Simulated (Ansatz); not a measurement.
Geometry optimisation, DFT PBE-D3(BJ), scalar-relativistic, plane waves, PAW (Ansatz).

Input file:

```yaml
crystal:
  lattice:
    - [10.86, 0.0, 0.0]
    - [0.0, 10.86, 0.0]
    - [0.0, 0.0, 10.86]
  atoms:
    - { symbol: Si, position: [0.5, 0.0, 0.0] }
    - { symbol: Si, position: [0.625, 0.125, 0.125] }
    - { symbol: Si, position: [0.75, 0.25, 0.0] }
    - { symbol: Si, position: [0.875, 0.375, 0.125] }
    - { symbol: Si, position: [0.75, 0.0, 0.25] }
    - { symbol: Si, position: [0.875, 0.125, 0.375] }
    - { symbol: Si, position: [0.0, 0.0, 0.0] }
    - { symbol: Si, position: [0.125, 0.125, 0.125] }
    - { symbol: Si, position: [0.25, 0.25, 0.0] }
    - { symbol: Si, position: [0.375, 0.375, 0.125] }
    - { symbol: Si, position: [0.5, 0.5, 0.0] }
    - { symbol: Si, position: [0.625, 0.625, 0.125] }
    - { symbol: Si, position: [0.75, 0.75, 0.0] }
    - { symbol: Si, position: [0.875, 0.875, 0.125] }
    - { symbol: Si, position: [0.25, 0.0, 0.25] }
    - { symbol: Si, position: [0.375, 0.125, 0.375] }
    - { symbol: Si, position: [0.5, 0.25, 0.25] }
    - { symbol: Si, position: [0.625, 0.375, 0.375] }
    - { symbol: Si, position: [0.75, 0.5, 0.25] }
    - { symbol: Si, position: [0.875, 0.625, 0.375] }
    - { symbol: Si, position: [0.5, 0.0, 0.5] }
    - { symbol: Si, position: [0.75, 0.25, 0.5] }
    - { symbol: Si, position: [0.875, 0.375, 0.625] }
    - { symbol: Ga, position: [0.625, 0.125, 0.625], spin: 1.0 }
    - { symbol: Si, position: [0.875, 0.125, 0.875] }
    - { symbol: Si, position: [0.0, 0.5, 0.0] }
    - { symbol: Si, position: [0.125, 0.625, 0.125] }
    - { symbol: Si, position: [0.25, 0.75, 0.0] }
    - { symbol: Si, position: [0.375, 0.875, 0.125] }
    - { symbol: Si, position: [0.0, 0.25, 0.25] }
    - { symbol: Si, position: [0.125, 0.375, 0.375] }
    - { symbol: Si, position: [0.25, 0.5, 0.25] }
    - { symbol: Si, position: [0.375, 0.625, 0.375] }
    - { symbol: Si, position: [0.5, 0.75, 0.25] }
    - { symbol: Si, position: [0.625, 0.875, 0.375] }
    - { symbol: Si, position: [0.0, 0.0, 0.5] }
    - { symbol: Si, position: [0.125, 0.125, 0.625] }
    - { symbol: Si, position: [0.25, 0.25, 0.5] }
    - { symbol: Si, position: [0.375, 0.375, 0.625] }
    - { symbol: Si, position: [0.5, 0.5, 0.5] }
    - { symbol: Si, position: [0.625, 0.625, 0.625] }
    - { symbol: Si, position: [0.75, 0.75, 0.5] }
    - { symbol: Si, position: [0.875, 0.875, 0.625] }
    - { symbol: Si, position: [0.25, 0.0, 0.75] }
    - { symbol: Si, position: [0.375, 0.125, 0.875] }
    - { symbol: Si, position: [0.5, 0.25, 0.75] }
    - { symbol: Si, position: [0.625, 0.375, 0.875] }
    - { symbol: Si, position: [0.75, 0.5, 0.75] }
    - { symbol: Si, position: [0.875, 0.625, 0.875] }
    - { symbol: Si, position: [0.0, 0.75, 0.25] }
    - { symbol: Si, position: [0.125, 0.875, 0.375] }
    - { symbol: Si, position: [0.0, 0.5, 0.5] }
    - { symbol: Si, position: [0.125, 0.625, 0.625] }
    - { symbol: Si, position: [0.25, 0.75, 0.5] }
    - { symbol: Si, position: [0.375, 0.875, 0.625] }
    - { symbol: Si, position: [0.0, 0.25, 0.75] }
    - { symbol: Si, position: [0.125, 0.375, 0.875] }
    - { symbol: Si, position: [0.25, 0.5, 0.75] }
    - { symbol: Si, position: [0.375, 0.625, 0.875] }
    - { symbol: Si, position: [0.5, 0.75, 0.75] }
    - { symbol: Si, position: [0.625, 0.875, 0.875] }
    - { symbol: Si, position: [0.0, 0.75, 0.75] }
    - { symbol: Si, position: [0.125, 0.875, 0.875] }
magnetization:
  spin_polarized: true
total_charge: 2
basis:
  ecutwfc: 420.0
kpoints:
  mp_grid: { grid: [1, 1, 1] }
hamiltonian:
  xc: pbe
  dispersion: d3bj
  pseudopotentials: { kind: paw, azcp: { folder: soft_1 } }
scf:
  occupations: { method: gaussian, width: 0.02 }
  lower_state_search: "off"
relax:
  f_tol: 0.03
  max_steps: 60
  adjacent_minimum: "off"
```

Run as:

```bash
$ ansatz run input.yaml --threads 4 --pin off --max-ram 10240MiB --backend cpu --events-out ev --progress --plain --runs-dir out
```

Task: Where does it end, and by what steps?

Result: The run converged. The force dipped under the threshold on the way, but the program's further checks kept it going. Limits of this set-up: coarse k mesh, charged cell in a uniform background, uncorrected. After 3 steps the energy has fallen by 0.175 eV; Si21 moved furthest, 0.08 Å.

| step | energy less start (eV) | largest force component (eV/Å) | accepted |
| --- | --- | --- | --- |
| 0 | 0.0000 | 0.800 | yes |
| 1 | -0.1652 | 0.123 | yes |
| 2 | -0.1754 | 0.030 | yes |
| 3 | -0.1754 | 0.030 | yes |

```xyz
63
Lattice="10.8600 0.0000 0.0000 0.0000 10.8600 0.0000 0.0000 0.0000 10.8600" Properties=species:S:1:pos:R:3
Si 5.451 0.010 -0.016
Si 6.780 1.365 1.359
Si 8.135 2.694 -0.016
Si 9.517 4.065 1.348
Si 8.151 -0.006 2.718
Si 9.521 1.363 4.048
Si -0.031 -0.002 -0.031
Si 1.344 1.359 1.344
Si 2.709 2.712 0.020
Si 4.076 4.069 1.368
Si 5.433 5.436 0.020
Si 6.786 6.801 1.344
Si 8.147 8.176 -0.031
Si 9.496 9.509 1.351
Si 2.711 0.001 2.711
Si 4.087 1.346 4.087
Si 5.438 2.707 2.733
Si 6.799 4.058 4.087
Si 8.144 5.434 2.711
Si 9.517 6.797 4.080
Si 5.422 -0.084 5.422
Si 8.229 2.723 5.422
Si 9.521 4.097 6.782
Ga 6.764 1.381 6.764
Si 9.460 1.329 9.460
Si -0.001 5.431 -0.001
Si 1.357 6.788 1.357
Si 2.714 8.146 -0.001
Si 4.080 9.488 1.348
Si 0.020 2.712 2.709
Si 1.368 4.069 4.076
Si 2.720 5.425 2.720
Si 4.076 6.777 4.076
Si 5.433 8.125 2.709
Si 6.782 9.484 4.048
Si -0.016 0.010 5.451
Si 1.359 1.365 6.780
Si 2.733 2.707 5.438
Si 4.087 4.058 6.799
Si 5.438 5.412 5.438
Si 6.780 6.786 6.780
Si 8.135 8.161 5.451
Si 9.460 9.545 6.816
Si 2.718 -0.006 8.151
Si 4.048 1.363 9.521
Si 5.422 2.723 8.229
Si 6.782 4.097 9.521
Si 8.151 5.427 8.151
Si 9.496 6.794 9.496
Si -0.001 8.146 2.714
Si 1.348 9.488 4.080
Si 0.020 5.436 5.433
Si 1.344 6.801 6.786
Si 2.709 8.125 5.433
Si 4.048 9.484 6.782
Si -0.016 2.694 8.135
Si 1.348 4.065 9.517
Si 2.711 5.434 8.144
Si 4.080 6.797 9.517
Si 5.451 8.161 8.135
Si 6.816 9.545 9.460
Si -0.031 8.176 8.147
Si 1.351 9.509 9.496
```

Whether the end is a true minimum wasn't checked by a vibrational analysis.

Run time: 33 s on 4 threads of Intel(R) Xeon(R) Platinum 8259CL CPU @ 2.50GHz (Skylake/Cascade Lake), on a shared host, peak memory 1.7 GiB.
